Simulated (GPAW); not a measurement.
# ZnBH2F (SMILES [BH2][Zn][F]) at SVWN5/dzp (scalar-relativistic datasets, langevin dynamics)

Wanted: molecular dynamics of ZnBH2F. The job is set up through an ASE script.

The calculation is run with GPAW 26.7.0.

3 further runs of the same task are left out: 1 that didn't finish, 2 set aside as unsound or not needed.

## Step 1: Starting point

ZnBH2F has 5 atoms, charge 0, and is taken as a singlet. As SMILES, `[BH2][Zn][F]`. Geometry: a GFN2-xTB relaxation, a rough one for these elements and not checked as a minimum. The run starts from this shape.

Bond lengths: B1–Zn2 2.018 Å, Zn2–F3 1.728 Å, B1–H4 1.165 Å, B1–H5 1.164 Å. Angles: B1–Zn2–F3 176.6°, Zn2–B1–H4 121.7°, Zn2–B1–H5 122.4°, H4–B1–H5 115.9°.

## Step 2: Molecular dynamics at SVWN5/dzp (scalar-relativistic datasets, langevin dynamics)

File gs_md.py:

```python
import numpy as np
from ase import Atoms, units
from ase.md.langevin import Langevin
from ase.md.velocitydistribution import MaxwellBoltzmannDistribution, Stationary, ZeroRotation
from ase.units import Bohr
from gpaw import GPAW, setup_paths
from gpaw.atom.configurations import parameters
from gpaw.atom.generator import Generator

# Atomic positions
positions_bohr = np.array(
              [[ -1.185557,   0.898981,  -0.843801],
               [  1.509702,  -1.027879,   1.043167],
               [  3.708493,  -2.835156,   2.643538],
               [ -2.774288,  -0.132545,  -1.964786],
               [ -1.258350,   3.096619,  -0.878118]])
mol = Atoms("BZnFHH", positions=positions_bohr * Bohr)
mol.center(vacuum=4.5)

# PAW datasets for this functional
for symbol in ["B", "F", "H", "Zn"]:
    Generator(symbol, xcname="LDA_X+LDA_C_VWN", scalarrel=True, nofiles=True, txt=None).run(**parameters[symbol])
setup_paths.insert(0, ".")

# Ground state
calc = GPAW(mode="lcao",
            symmetry="off",
            xc="LDA_X+LDA_C_VWN",
            maxiter=120,
            basis="dzp",
            h=0.2,
            txt="gs.txt")
mol.calc = calc

rng = np.random.default_rng(604)
MaxwellBoltzmannDistribution(mol, temperature_K=500, rng=rng)
Stationary(mol)
ZeroRotation(mol)
dyn = Langevin(mol, timestep=0.5 * units.fs, temperature_K=500, friction=0.01 / units.fs, rng=rng, trajectory="md.traj", logfile="-")
dyn.run(30)
```

Command:

```bash
python3 -u gs_md.py | tee gs_md.out
```

Standard output:

```text
gs_md.py:36: DeprecationWarning: Use thermalize_momenta
  MaxwellBoltzmannDistribution(mol, temperature_K=500, rng=rng)
FutureWarning: The implementation of `fixcm=True` in `Langevin` does not strictly sample the correct NVT distributions. The deviations are typically small for large systems but can be more pronounced for small systems. Use `fixcm=False` together with `ase.constraints.FixCom`. `fixcm` is deprecated since ASE 3.28.0 and will be removed in a future release.
  warnings.warn(msg, FutureWarning)
Time[ps]      Etot[eV]     Epot[eV]     Ekin[eV]    T[K]
0.0000         -16.3962     -16.9541       0.5578   863.1
0.0005         -16.4354     -16.8731       0.4377   677.3
0.0010         -16.4391     -16.8037       0.3646   564.1
0.0015         -16.3725     -16.7629       0.3904   604.0
0.0020         -16.4820     -16.7526       0.2706   418.7
0.0025         -16.4917     -16.7690       0.2773   429.0
0.0030         -16.5237     -16.8043       0.2807   434.2
0.0035         -16.5079     -16.8509       0.3430   530.7
0.0040         -16.4827     -16.8917       0.4090   632.9
0.0045         -16.4307     -16.9115       0.4809   744.0
0.0050         -16.4130     -16.8991       0.4861   752.2
0.0055         -16.3983     -16.8550       0.4567   706.7
0.0060         -16.4257     -16.7904       0.3647   564.3
0.0065         -16.3967     -16.7203       0.3237   500.8
0.0070         -16.3929     -16.6534       0.2605   403.0
0.0075         -16.4269     -16.5975       0.1706   264.0
0.0080         -16.4444     -16.5558       0.1114   172.3
0.0085         -16.4200     -16.5339       0.1139   176.3
0.0090         -16.4146     -16.5339       0.1193   184.6
0.0095         -16.4087     -16.5582       0.1496   231.4
0.0100         -16.3915     -16.6022       0.2108   326.1
0.0105         -16.3410     -16.6629       0.3219   498.0
0.0110         -16.3166     -16.7310       0.4144   641.2
0.0115         -16.2076     -16.7885       0.5809   898.8
0.0120         -16.1877     -16.8160       0.6283   972.1
0.0125         -16.1480     -16.7966       0.6486  1003.6
0.0130         -16.2798     -16.7306       0.4508   697.5
0.0135         -16.3080     -16.6418       0.3338   516.5
0.0140         -16.2642     -16.5583       0.2941   455.0
0.0145         -16.2745     -16.4970       0.2225   344.2
0.0150         -16.2435     -16.4887       0.2453   379.5
```

gs.txt, shortened:

```text
[...]
Number of symmetries: 1
[...]
  Number of IBZ points: 1
[...]
basis functions: 57
Spin-components: 1 (collinear spins)
Bands:           19
[...]
  Valence electrons: 24.0
[...]
  Grid points: [64 60 56]
  Charge: 0.0  # |e|
[...]
    cutoffs:
[...]
occupation numbers:
  # Zero width
[...]
|iter     |     time |      energy | eigst |  dens |
[...]
|iter:   1| 00:02:05 |  -16.497806 |      c|       |
[...]
Converged in 7 steps
[...]
dipole moment: (-0.353662, 0.333519, -0.274670)  # |e|*Ang
Fermi level: -5.557
[...]
|iter:   6| 00:02:11 |  -16.488720c|      c| -4.27c|
Converged in 6 steps
[...]
Energy contributions relative to reference atoms: (reference = -52174.177050)
Energy contributions:
  Kinetic:          19.664447
  Coulomb:         -17.518744
  Zero:              0.415921
  External:          0.000000
  Xc:              -19.050343
  Entropy:           0.000000
  Spinorbit:         0.000000
  ----------------------------
  Free energy:     -16.488720
  Extrapolated:    -16.488720
dipole moment: (-0.357522, 0.339375, -0.277036)  # |e|*Ang
Fermi level: -5.539
Eigenvalues  # (at kpt = [0.000, 0.000, 0.000])
| band index |      eig [eV] | occ [0-2] |
|------------|---------------|-----------|
|          0 |       -26.764 |     2.000 |
|        ... |               |           |
|          4 |       -11.398 |     2.000 |
|          5 |       -11.212 |     2.000 |
|          6 |       -11.211 |     2.000 |
|          7 |        -9.125 |     2.000 |
|          8 |        -8.934 |     2.000 |
|          9 |        -7.891 |     2.000 |
|         10 |        -7.847 |     2.000 |
|         11 |        -7.081 |     2.000 |
|         12 |        -3.998 |     0.000 |
|         13 |        -1.163 |     0.000 |
[...]
Gap: 3.083 eV
Transition (v -> c):
[...]
Forces  # eV/Ang
|        x |        y |        z |
|----------|----------|----------|
|  4.50780 |  0.04868 |  3.00051 |  # B    0
| -0.97323 |  0.16076 | -0.30266 |  # Zn   1
| -0.60968 |  0.64688 | -0.52019 |  # F    2
| -2.91235 | -2.25151 | -2.36397 |  # H    3
| -0.09171 |  1.36679 |  0.17045 |  # H    4
Force computation time: 0.184  # s
timing:  # [seconds]
  Total:  131.155  # ━━━━━━━━━━━━━━━━━━━━━━━━━━━━━━━━━━━━━━━━━━━━━━━━━━━━━━━━
  Init:     3.983  # ━╸
  SCF:     92.908  # ━━━━━━━━━━━━━━━━━━━━━━━━━━━━━━━━━━━━━━━╸
  Forces:   5.593  # ━━╸
  Move:    28.503  # ━━━━━━━━━━━━
```

It took 2.2 min on 1 thread of Arm Neoverse V1, shared host; peak memory 0.6 GiB.

Steps, from the record of the run:

| step | potential energy change (eV) | largest force (eV/Å) | temperature (K) |
| --- | --- | --- | --- |
| 0 | 0.0000 | 2.3825 | 863 |
| 2 | 0.1503 | 3.4579 | 564 |
| 4 | 0.2015 | 3.6555 | 419 |
| 6 | 0.1497 | 3.1352 | 434 |
| 8 | 0.0623 | 1.9381 | 633 |
| 10 | 0.0549 | 0.8865 | 752 |
| 12 | 0.1637 | 1.4816 | 564 |
| 14 | 0.3007 | 1.9573 | 403 |
| 16 | 0.3982 | 2.3094 | 172 |
| 18 | 0.4201 | 2.3818 | 185 |
| 20 | 0.3518 | 2.1787 | 326 |
| 22 | 0.2230 | 1.5242 | 641 |
| 24 | 0.1381 | 1.1782 | 972 |
| 26 | 0.2235 | 3.2066 | 697 |
| 28 | 0.3958 | 4.9461 | 455 |
| 30 | 0.4653 | 5.4153 | 379 |
